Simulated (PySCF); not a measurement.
# C₃H₃NSe: NMR shifts at several levels of theory

Aim: compute the NMR shifts of C₃H₃NSe (`c1c[se]cn1`) at several levels, and see how far they spread and what each costs.

The runs use PySCF 2.14.0, with density-fitted response routines of our own; the level of theory stands in each step. All values are computed, except where a source is named. Atoms are numbered from 0 throughout.

## Step 1: The starting structure

8 atoms, charge 0, multiplicity 1; geometry from: GFN2-xTB. The atoms were then displaced at random by about 0.03 Å, so the start is not that level's minimum.

Bonds of the start (Å): C0–C1 1.44, C1–Se2 1.82, Se2–C3 1.97, C3–N4 1.36, N4–C0 1.28, C0–H5 1.05, C1–H6 1.03, C3–H7 1.02.

## Step 2: Relaxing the molecule at PBE0-D3(BJ)/def2-SVP

The job: settings as JSON, then the geometry in Å.

```
{"job": {"xc": "PBE0", "basis": "def2-SVP", "d3": "d3bj", "grid": 1, "shake": 0.03, "kind": "geom"}, "charge": 0, "multiplicity": 1}
C     -0.516400    -0.852190    -0.123460
C     -1.083540     0.459720     0.083450
Se     0.249960     1.691270     0.263010
C      1.497570     0.189560    -0.001760
N      0.757480    -0.930480    -0.207650
H     -1.194500    -1.638640    -0.290240
H     -2.072050     0.750140     0.152240
H      2.517820     0.263780    -0.008420
```

Command:

```sh
OMP_NUM_THREADS=1 python probes_run.py task.json out
```

One launch serves the whole session: the jobs run in the order shown.

The program printed:

```text
step   0  E = -2571.48381559  max force = 0.133959
step   1  E = -2571.50858811  max force = 0.049687
step   2  E = -2571.50999510  max force = 0.015561
step   3  E = -2571.51107940  max force = 0.008345
step   4  E = -2571.51104319  max force = 0.008960
step   5  E = -2571.51148968  max force = 0.001361
step   6  E = -2571.51149336  max force = 0.000990
step   7  E = -2571.51149947  max force = 0.000108
optimisation converged
```

Wall time 32 s (1 thread of Arm Neoverse V1, shared host); peak memory 0.4 GiB.

Along the way:

```
step  energy from step 0 (eV)  largest force component (eV/Å)
   0                   0.0000                          6.8885
   1                  -0.6741                          2.5550
   2                  -0.7124                          0.8002
   3                  -0.7419                          0.4291
   4                  -0.7409                          0.4607
   5                  -0.7531                          0.0700
   6                  -0.7532                          0.0509
   7                  -0.7533                          0.0056
```

Close pairs (by a distance rule), those that changed most:

```
  bond  before (Å)  after (Å)  change (Å)
Se2–C3       1.970      1.875      -0.096
 C0–N4       1.279      1.367      +0.088
 C0–C1       1.444      1.366      -0.078
 C3–H7       1.023      1.093      +0.070
 C3–N4       1.358      1.290      -0.068
 C1–H6       1.033      1.089      +0.056
 C0–H5       1.052      1.093      +0.041
C1–Se2       1.824      1.851      +0.026
```

The end geometry stands in the next job.

```
                         at the end point                value
  point group (found at 0.08 Å tolerance)                   Cs
rotational constants (GHz, main isotopes)  8.128, 3.385, 2.390
                        dipole moment (D)                 1.60
```

## Step 3: NMR shieldings: WP04/pcSseg-2

The job: settings as JSON, then the geometry in Å.

```
{"job": {"kind": "nmr", "xc": "WP04", "basis": "pcSseg-2", "pop": false}, "charge": 0, "multiplicity": 1}
C     -0.556109    -0.794662    -0.143086
C     -1.062253     0.453452     0.085020
Se     0.318146     1.671589     0.272135
C      1.426346     0.185995    -0.009620
N      0.803428    -0.928884    -0.192886
H     -1.178325    -1.681233    -0.286179
H     -2.110049     0.741709     0.154815
H      2.515157     0.285194    -0.013029
```

Method: GIAO WP04/pcSseg-2 NMR shielding, non-relativistic, gas phase.

The program printed:

```text
coarse grid: 35408 points
cycle   1  E = -2588.6321517083  dE = -2.085e-01  |g| = 7.261e-01  |ddm| = 2.238e+00
cycle   2  E = -2588.2454698192  dE =  3.867e-01  |g| = 1.332e+00  |ddm| = 1.462e+00
cycle   3  E = -2588.6926997180  dE = -4.472e-01  |g| = 3.346e-01  |ddm| = 1.276e+00
cycle   4  E = -2588.7148371036  dE = -2.214e-02  |g| = 1.583e-01  |ddm| = 2.884e-01
cycle   5  E = -2588.7200261434  dE = -5.189e-03  |g| = 5.337e-02  |ddm| = 1.179e-01
cycle   6  E = -2588.7206140190  dE = -5.879e-04  |g| = 2.282e-02  |ddm| = 4.573e-02
cycle   7  E = -2588.7207080112  dE = -9.399e-05  |g| = 1.029e-02  |ddm| = 1.977e-02
cycle   8  E = -2588.7207347322  dE = -2.672e-05  |g| = 1.592e-03  |ddm| = 7.458e-03
cycle   9  E = -2588.7207351946  dE = -4.624e-07  |g| = 2.518e-04  |ddm| = 1.139e-03
final grid: 73808 points
cycle  10  E = -2588.7207265878  dE = -8.422e-10  |g| = 4.585e-04  |ddm| = 2.206e-03
cycle  11  E = -2588.7207264017  dE =  1.861e-07  |g| = 1.011e-03  |ddm| = 9.016e-04
cycle  12  E = -2588.7207266335  dE = -2.317e-07  |g| = 1.244e-04  |ddm| = 6.449e-04
cycle  13  E = -2588.7207266370  dE = -3.553e-09  |g| = 2.352e-05  |ddm| = 8.853e-05
cycle  14  E = -2588.7207266372  dE = -1.510e-10  |g| = 5.437e-06  |ddm| = 2.017e-05
converged SCF energy = -2588.7207266372

GIAO shielding tensors (ppm)
atom      isotropic    diamagn.    paramagn.     s11        s22        s33       span
  0 C       20.064     254.139    -234.074    -61.345     28.293     93.245    154.589
  1 C       29.740     256.488    -226.749    -70.307     38.306    121.219    191.526
  2 Se     898.227    3009.779   -2111.553    370.076   1094.035   1230.569    860.493
  3 C       -5.762     254.374    -260.136   -105.870      2.616     85.970    191.840
  4 N     -128.825     320.900    -449.724   -450.027   -136.477    200.030    650.057
  5 H       23.806      30.703      -6.897     20.607     22.574     28.236      7.630
  6 H       24.122      30.555      -6.434     21.784     22.398     28.184      6.400
  7 H       22.489      29.308      -6.818     19.258     19.787     28.422      9.164
```

Wall time 26 s (1 thread of Arm Neoverse V1, shared host); peak memory 0.93 GiB.

Shifts follow as δ = σ(reference) − σ, with reference shieldings (ppm) from runs at the same level and on the same kind of geometry: 1H TMS 31.61, 13C TMS 172.1, 15N NH3 244.7, 77Se Me2Se 1554. The references are single molecules in the gas phase, so shifts against H2O, NH3, PH3, H3PO4 or CFCl3 are not on the usual liquid scales and can be off by tens of ppm.

```
atoms                                           environment  σ (ppm)  δ (ppm)
   C3                   aromatic CH next to a ring nitrogen     -5.8    177.9
   C0                   aromatic CH next to a ring nitrogen     20.1    152.0
   C1                 aromatic CH next to the ring selenium     29.7    142.4
   H7    hydrogen on an aromatic CH next to a ring nitrogen    22.49     9.12
   H5    hydrogen on an aromatic CH next to a ring nitrogen    23.81     7.81
   H6  hydrogen on an aromatic CH next to the ring selenium    24.12     7.49
  Se2          selenium bonded to 2 C, in a 5-membered ring      898      656
   N4                    pyridine-type nitrogen of an azole   -128.8    373.5
```

Ring of atoms C0, C1, Se2, C3, N4: NICS(0) -12.7, NICS(1) -10.5, NICS(1)zz -26.8 ppm (means of both faces).

## Step 4: Shielding tensors: B97-2/pcSseg-2

Settings changed since step 3:

```diff
@@ -1,2 +1,2 @@
-{"job": {"kind": "nmr", "xc": "WP04", "basis": "pcSseg-2", "pop": false}, "charge": 0, "multiplicity": 1}
+{"job": {"kind": "nmr", "xc": "B97-2", "basis": "pcSseg-2", "pop": false}, "charge": 0, "multiplicity": 1}
 C     -0.556109    -0.794662    -0.143086
```

With the program's defaults for keys left out, this is: GIAO B97-2/pcSseg-2 NMR shielding, non-relativistic, gas phase.

The program printed:

```text
coarse grid: 35408 points
cycle   1  E = -2573.0421620626  dE = -2.124e-01  |g| = 8.543e-01  |ddm| = 2.289e+00
cycle   2  E = -2572.9408214075  dE =  1.013e-01  |g| = 9.250e-01  |ddm| = 7.912e-01
cycle   3  E = -2573.0456686187  dE = -1.048e-01  |g| = 3.884e-01  |ddm| = 7.845e-01
cycle   4  E = -2573.0829671712  dE = -3.730e-02  |g| = 8.806e-02  |ddm| = 3.038e-01
cycle   5  E = -2573.0842536622  dE = -1.286e-03  |g| = 3.168e-02  |ddm| = 6.522e-02
cycle   6  E = -2573.0844909395  dE = -2.373e-04  |g| = 1.039e-02  |ddm| = 2.643e-02
cycle   7  E = -2573.0845131746  dE = -2.224e-05  |g| = 4.066e-03  |ddm| = 8.563e-03
cycle   8  E = -2573.0845177622  dE = -4.588e-06  |g| = 6.620e-04  |ddm| = 3.354e-03
final grid: 73808 points
cycle   9  E = -2573.0845179406  dE =  1.810e-07  |g| = 1.043e-03  |ddm| = 2.448e-03
cycle  10  E = -2573.0845170228  dE =  9.178e-07  |g| = 2.062e-03  |ddm| = 2.384e-03
cycle  11  E = -2573.0845182447  dE = -1.222e-06  |g| = 2.580e-04  |ddm| = 1.623e-03
cycle  12  E = -2573.0845182576  dE = -1.280e-08  |g| = 4.536e-05  |ddm| = 1.592e-04
cycle  13  E = -2573.0845182579  dE = -3.865e-10  |g| = 5.991e-06  |ddm| = 2.787e-05
converged SCF energy = -2573.0845182579

GIAO shielding tensors (ppm)
atom      isotropic    diamagn.    paramagn.     s11        s22        s33       span
  0 C       34.825     254.476    -219.651    -44.119     42.242    106.353    150.472
  1 C       48.610     255.450    -206.840    -46.346     55.249    136.926    183.272
  2 Se    1045.221    3005.045   -1959.825    526.258   1227.653   1381.751    855.493
  3 C       13.327     254.044    -240.716    -77.923     17.953     99.952    177.876
  4 N     -108.348     322.316    -430.664   -424.946   -118.319    218.220    643.166
  5 H       23.295      30.756      -7.461     19.834     22.047     28.003      8.169
  6 H       23.706      30.517      -6.811     21.121     22.173     27.824      6.703
  7 H       22.072      29.121      -7.049     18.968     19.064     28.184      9.216
```

Run time: 25 s. Hardware: 1 thread of Arm Neoverse V1, shared host; peak memory 0.88 GiB.

Key values: δ C3 170.1, C0 148.6, C1 134.9, Se2 692, H7 9.29, H5 8.06 ppm.

## Step 5: NMR shieldings: BHandHLYP/pcSseg-2

Settings changed since step 4:

```diff
@@ -1,2 +1,2 @@
-{"job": {"kind": "nmr", "xc": "B97-2", "basis": "pcSseg-2", "pop": false}, "charge": 0, "multiplicity": 1}
+{"job": {"kind": "nmr", "xc": "BHandHLYP", "basis": "pcSseg-2", "pop": false}, "charge": 0, "multiplicity": 1}
 C     -0.556109    -0.794662    -0.143086
```

Level: GIAO BHandHLYP/pcSseg-2 NMR shielding, non-relativistic, gas phase.

The program printed:

```text
coarse grid: 35408 points
cycle   1  E = -2572.3402787667  dE = -5.089e-02  |g| = 8.213e-01  |ddm| = 2.262e+00
cycle   2  E = -2572.3364961795  dE =  3.783e-03  |g| = 6.528e-01  |ddm| = 4.943e-01
cycle   3  E = -2572.3748188984  dE = -3.832e-02  |g| = 1.828e-01  |ddm| = 3.654e-01
cycle   4  E = -2572.3815334588  dE = -6.715e-03  |g| = 5.643e-02  |ddm| = 1.376e-01
cycle   5  E = -2572.3822178020  dE = -6.843e-04  |g| = 8.203e-03  |ddm| = 4.013e-02
cycle   6  E = -2572.3822332433  dE = -1.544e-05  |g| = 5.313e-03  |ddm| = 1.101e-02
cycle   7  E = -2572.3822414566  dE = -8.213e-06  |g| = 1.287e-03  |ddm| = 4.819e-03
final grid: 73808 points
cycle   8  E = -2572.3822352761  dE = -1.119e-07  |g| = 1.518e-03  |ddm| = 2.253e-03
cycle   9  E = -2572.3822347334  dE =  5.426e-07  |g| = 2.159e-03  |ddm| = 2.302e-03
cycle  10  E = -2572.3822358970  dE = -1.164e-06  |g| = 1.322e-04  |ddm| = 1.371e-03
cycle  11  E = -2572.3822359029  dE = -5.917e-09  |g| = 6.511e-05  |ddm| = 1.381e-04
cycle  12  E = -2572.3822359055  dE = -2.657e-09  |g| = 2.005e-05  |ddm| = 1.377e-04
cycle  13  E = -2572.3822359057  dE = -1.137e-10  |g| = 1.023e-05  |ddm| = 2.739e-05
converged SCF energy = -2572.3822359057

GIAO shielding tensors (ppm)
atom      isotropic    diamagn.    paramagn.     s11        s22        s33       span
  0 C       31.475     252.548    -221.073    -58.037     41.588    110.873    168.910
  1 C       45.149     254.347    -209.198    -58.378     51.953    141.872    200.250
  2 Se    1075.767    3003.349   -1927.582    493.364   1303.531   1430.406    937.042
  3 C        4.055     252.531    -248.476   -100.516      7.928    104.754    205.270
  4 N     -125.527     320.699    -446.226   -471.705   -133.913    229.036    700.741
  5 H       23.375      30.858      -7.483     19.792     21.925     28.408      8.617
  6 H       23.772      30.701      -6.929     21.155     22.232     27.929      6.775
  7 H       21.983      29.217      -7.234     18.725     19.041     28.185      9.460
```

Wall time 26 s (1 thread of Arm Neoverse V1, shared host); peak memory 0.88 GiB.

Key values: δ C3 180.2, C0 152.8, C1 139.1, Se2 696, H7 9.47, H5 8.07 ppm.

## Step 6: NMR shieldings: CAM-B3LYP/pcSseg-2

Settings changed since step 5:

```diff
@@ -1,2 +1,2 @@
-{"job": {"kind": "nmr", "xc": "BHandHLYP", "basis": "pcSseg-2", "pop": false}, "charge": 0, "multiplicity": 1}
+{"job": {"kind": "nmr", "xc": "CAM-B3LYP", "basis": "pcSseg-2", "pop": false}, "charge": 0, "multiplicity": 1}
 C     -0.556109    -0.794662    -0.143086
```

Level: GIAO CAM-B3LYP/pcSseg-2 NMR shielding, non-relativistic, gas phase.

The program printed:

```text
coarse grid: 35408 points
cycle   1  E = -2572.5025192936  dE = -8.858e-02  |g| = 9.725e-01  |ddm| = 2.260e+00
cycle   2  E = -2572.4821353209  dE =  2.038e-02  |g| = 8.479e-01  |ddm| = 5.507e-01
cycle   3  E = -2572.5414007254  dE = -5.927e-02  |g| = 2.133e-01  |ddm| = 4.222e-01
cycle   4  E = -2572.5497778403  dE = -8.377e-03  |g| = 6.777e-02  |ddm| = 1.513e-01
cycle   5  E = -2572.5506777319  dE = -8.999e-04  |g| = 8.338e-03  |ddm| = 4.301e-02
cycle   6  E = -2572.5506927451  dE = -1.501e-05  |g| = 5.221e-03  |ddm| = 1.179e-02
cycle   7  E = -2572.5507006375  dE = -7.892e-06  |g| = 1.347e-03  |ddm| = 5.180e-03
final grid: 73808 points
cycle   8  E = -2572.5506930707  dE = -1.198e-07  |g| = 1.651e-03  |ddm| = 2.530e-03
cycle   9  E = -2572.5506923989  dE =  6.718e-07  |g| = 2.403e-03  |ddm| = 2.481e-03
cycle  10  E = -2572.5506937692  dE = -1.370e-06  |g| = 1.416e-04  |ddm| = 1.457e-03
cycle  11  E = -2572.5506937760  dE = -6.824e-09  |g| = 6.730e-05  |ddm| = 1.556e-04
cycle  12  E = -2572.5506937793  dE = -3.321e-09  |g| = 1.866e-05  |ddm| = 1.685e-04
cycle  13  E = -2572.5506937795  dE = -1.546e-10  |g| = 9.672e-06  |ddm| = 3.640e-05
converged SCF energy = -2572.5506937795

GIAO shielding tensors (ppm)
atom      isotropic    diamagn.    paramagn.     s11        s22        s33       span
  0 C       28.370     252.089    -223.719    -58.550     37.733    105.929    164.479
  1 C       41.256     254.384    -213.128    -62.896     47.971    138.693    201.589
  2 Se     988.605    3003.256   -2014.651    395.778   1221.784   1348.253    952.475
  3 C        2.122     252.513    -250.392    -99.672      5.907    100.129    199.801
  4 N     -123.617     320.459    -444.077   -460.661   -134.459    224.268    684.929
  5 H       23.278      30.798      -7.521     19.797     21.882     28.154      8.357
  6 H       23.629      30.670      -7.041     21.196     21.886     27.806      6.610
  7 H       21.953      29.350      -7.397     18.711     18.992     28.156      9.444
```

Run time: 36 s. Hardware: 1 thread of Arm Neoverse V1, shared host; peak memory 1.1 GiB.

Key values: δ C3 180.4, C0 154.2, C1 141.3, Se2 722, H7 9.38, H5 8.06 ppm.

## Step 7: Shielding tensors: wB97X-D/pcSseg-2

Settings changed since step 6:

```diff
@@ -1,2 +1,2 @@
-{"job": {"kind": "nmr", "xc": "CAM-B3LYP", "basis": "pcSseg-2", "pop": false}, "charge": 0, "multiplicity": 1}
+{"job": {"kind": "nmr", "xc": "wB97X-D", "basis": "pcSseg-2", "pop": false}, "charge": 0, "multiplicity": 1}
 C     -0.556109    -0.794662    -0.143086
```

Level: GIAO wB97X-D/pcSseg-2 NMR shielding, non-relativistic, gas phase.

The program printed:

```text
coarse grid: 35408 points
cycle   1  E = -2572.4645431474  dE = -7.287e-02  |g| = 9.373e-01  |ddm| = 2.263e+00
cycle   2  E = -2572.4580991856  dE =  6.444e-03  |g| = 7.640e-01  |ddm| = 4.960e-01
cycle   3  E = -2572.5074573125  dE = -4.936e-02  |g| = 1.725e-01  |ddm| = 3.571e-01
cycle   4  E = -2572.5126873475  dE = -5.230e-03  |g| = 5.391e-02  |ddm| = 1.158e-01
cycle   5  E = -2572.5132772928  dE = -5.899e-04  |g| = 7.303e-03  |ddm| = 3.765e-02
cycle   6  E = -2572.5132981701  dE = -2.088e-05  |g| = 3.760e-03  |ddm| = 1.690e-02
cycle   7  E = -2572.5133028663  dE = -4.696e-06  |g| = 1.308e-03  |ddm| = 5.376e-03
final grid: 73808 points
cycle   8  E = -2572.5129362076  dE = -3.319e-06  |g| = 1.477e-03  |ddm| = 5.483e-03
cycle   9  E = -2572.5129360210  dE =  1.867e-07  |g| = 1.826e-03  |ddm| = 2.153e-03
cycle  10  E = -2572.5129368614  dE = -8.404e-07  |g| = 1.236e-04  |ddm| = 1.153e-03
cycle  11  E = -2572.5129368734  dE = -1.205e-08  |g| = 8.679e-05  |ddm| = 2.926e-04
cycle  12  E = -2572.5129368769  dE = -3.492e-09  |g| = 2.552e-05  |ddm| = 1.386e-04
cycle  13  E = -2572.5129368775  dE = -5.939e-10  |g| = 1.172e-05  |ddm| = 7.167e-05
converged SCF energy = -2572.5129368775

GIAO shielding tensors (ppm)
atom      isotropic    diamagn.    paramagn.     s11        s22        s33       span
  0 C       31.223     253.384    -222.161    -53.770     39.905    107.533    161.303
  1 C       45.424     255.356    -209.933    -55.693     51.298    140.666    196.359
  2 Se    1018.895    3003.611   -1984.716    452.332   1239.060   1365.293    912.961
  3 C        7.098     253.666    -246.569    -92.316     10.840    102.768    195.084
  4 N     -120.034     320.828    -440.861   -454.420   -129.740    224.060    678.480
  5 H       23.269      30.606      -7.337     19.804     21.864     28.138      8.335
  6 H       23.645      30.461      -6.816     21.126     21.996     27.813      6.688
  7 H       21.962      29.049      -7.087     18.728     18.987     28.171      9.443
```

Run time: 34 s. Hardware: 1 thread of Arm Neoverse V1, shared host; peak memory 0.97 GiB.

Key values: δ C3 177.3, C0 153.2, C1 139.0, Se2 726, H7 9.39, H5 8.09 ppm.

## Step 8: NMR shieldings: LC-wPBE/pcSseg-2

Settings changed since step 7:

```diff
@@ -1,2 +1,2 @@
-{"job": {"kind": "nmr", "xc": "wB97X-D", "basis": "pcSseg-2", "pop": false}, "charge": 0, "multiplicity": 1}
+{"job": {"kind": "nmr", "xc": "LC-wPBE", "basis": "pcSseg-2", "pop": false}, "charge": 0, "multiplicity": 1}
 C     -0.556109    -0.794662    -0.143086
```

Level: GIAO LC-wPBE/pcSseg-2 NMR shielding, non-relativistic, gas phase.

The program printed:

```text
coarse grid: 35408 points
cycle   1  E = -2572.0006550505  dE =  1.724e-02  |g| = 1.052e+00  |ddm| = 2.260e+00
cycle   2  E = -2572.0127889309  dE = -1.213e-02  |g| = 8.183e-01  |ddm| = 4.743e-01
cycle   3  E = -2572.0585930188  dE = -4.580e-02  |g| = 1.430e-01  |ddm| = 2.999e-01
cycle   4  E = -2572.0614910707  dE = -2.898e-03  |g| = 4.420e-02  |ddm| = 9.365e-02
cycle   5  E = -2572.0619591884  dE = -4.681e-04  |g| = 9.520e-03  |ddm| = 3.631e-02
cycle   6  E = -2572.0620117962  dE = -5.261e-05  |g| = 3.469e-03  |ddm| = 2.304e-02
cycle   7  E = -2572.0620177592  dE = -5.963e-06  |g| = 1.604e-03  |ddm| = 6.230e-03
final grid: 73808 points
cycle   8  E = -2572.0619494003  dE = -1.566e-06  |g| = 1.492e-03  |ddm| = 3.530e-03
cycle   9  E = -2572.0619497379  dE = -3.375e-07  |g| = 1.583e-03  |ddm| = 2.092e-03
cycle  10  E = -2572.0619503074  dE = -5.695e-07  |g| = 2.430e-04  |ddm| = 9.590e-04
cycle  11  E = -2572.0619504680  dE = -1.606e-07  |g| = 1.673e-04  |ddm| = 5.552e-04
cycle  12  E = -2572.0619504080  dE =  6.002e-08  |g| = 3.268e-05  |ddm| = 5.070e-04
cycle  13  E = -2572.0619504083  dE = -3.365e-10  |g| = 1.293e-05  |ddm| = 3.085e-05
converged SCF energy = -2572.0619504083

GIAO shielding tensors (ppm)
atom      isotropic    diamagn.    paramagn.     s11        s22        s33       span
  0 C       31.448     252.753    -221.305    -60.330     42.354    112.320    172.651
  1 C       45.296     254.623    -209.327    -60.219     49.567    146.539    206.758
  2 Se    1013.984    3003.242   -1989.258    401.993   1275.853   1364.106    962.114
  3 C        3.349     252.785    -249.436   -102.481      4.243    108.286    210.767
  4 N     -118.627     319.482    -438.110   -461.484   -127.059    232.661    694.145
  5 H       23.244      30.672      -7.427     19.715     21.675     28.342      8.627
  6 H       23.552      30.424      -6.873     20.984     21.971     27.700      6.716
  7 H       21.845      29.195      -7.350     18.512     18.898     28.125      9.613
```

Wall time 45 s (1 thread of Arm Neoverse V1, shared host); peak memory 0.91 GiB.

Key values: δ C3 184.9, C0 156.8, C1 143.0, Se2 779, H7 9.47, H5 8.07 ppm.

## Step 9: Shielding tensors: PBE0/STO-3G

Settings changed since step 8:

```diff
@@ -1,2 +1,2 @@
-{"job": {"kind": "nmr", "xc": "LC-wPBE", "basis": "pcSseg-2", "pop": false}, "charge": 0, "multiplicity": 1}
+{"job": {"kind": "nmr", "xc": "PBE0", "basis": "STO-3G", "pop": true}, "charge": 0, "multiplicity": 1}
 C     -0.556109    -0.794662    -0.143086
```

Level: GIAO PBE0/STO-3G NMR shielding, non-relativistic, gas phase.

The program printed:

```text
coarse grid: 35408 points
cycle   1  E = -2543.1025362998  dE = -2.049e+00  |g| = 4.650e-01  |ddm| = 4.229e+00
cycle   2  E = -2543.0412261149  dE =  6.131e-02  |g| = 6.269e-01  |ddm| = 2.027e+00
cycle   3  E = -2543.2067626760  dE = -1.655e-01  |g| = 8.437e-02  |ddm| = 1.203e+00
cycle   4  E = -2543.2084773591  dE = -1.715e-03  |g| = 5.401e-02  |ddm| = 1.935e-01
cycle   5  E = -2543.2093673357  dE = -8.900e-04  |g| = 1.086e-02  |ddm| = 7.997e-02
cycle   6  E = -2543.2094000266  dE = -3.269e-05  |g| = 4.346e-03  |ddm| = 1.864e-02
cycle   7  E = -2543.2094060463  dE = -6.020e-06  |g| = 5.108e-04  |ddm| = 6.055e-03
final grid: 73808 points
cycle   8  E = -2543.2094174559  dE =  1.154e-07  |g| = 7.901e-04  |ddm| = 1.770e-03
cycle   9  E = -2543.2094169759  dE =  4.800e-07  |g| = 1.454e-03  |ddm| = 3.010e-03
cycle  10  E = -2543.2094176642  dE = -6.883e-07  |g| = 2.317e-05  |ddm| = 1.929e-03
cycle  11  E = -2543.2094176644  dE = -1.974e-10  |g| = 9.561e-06  |ddm| = 5.148e-05
converged SCF energy = -2543.2094176644

GIAO shielding tensors (ppm)
atom      isotropic    diamagn.    paramagn.     s11        s22        s33       span
  0 C      119.268     255.517    -136.248     66.285    122.666    168.854    102.568
  1 C      115.189     257.280    -142.091     40.594    116.698    188.275    147.680
  2 Se    2135.185    2974.591    -839.407   1875.164   2208.449   2321.941    446.777
  3 C      107.507     257.510    -150.002     36.234    119.502    166.786    130.552
  4 N       29.386     314.654    -285.268   -270.764     71.053    287.868    558.633
  5 H       25.294      30.304      -5.010     21.994     24.142     29.747      7.753
  6 H       25.538      30.464      -4.926     22.527     25.381     28.707      6.180
  7 H       24.459      29.784      -5.325     21.610     22.308     29.459      7.849
```

Wall time 2.8 s (1 thread of Arm Neoverse V1, shared host); peak memory 0.66 GiB.

Key values: δ C3 127.2, C1 119.5, C0 115.4, Se2 328, H7 8.15, H5 7.31 ppm.

(Part 1 of 2 ends here.)
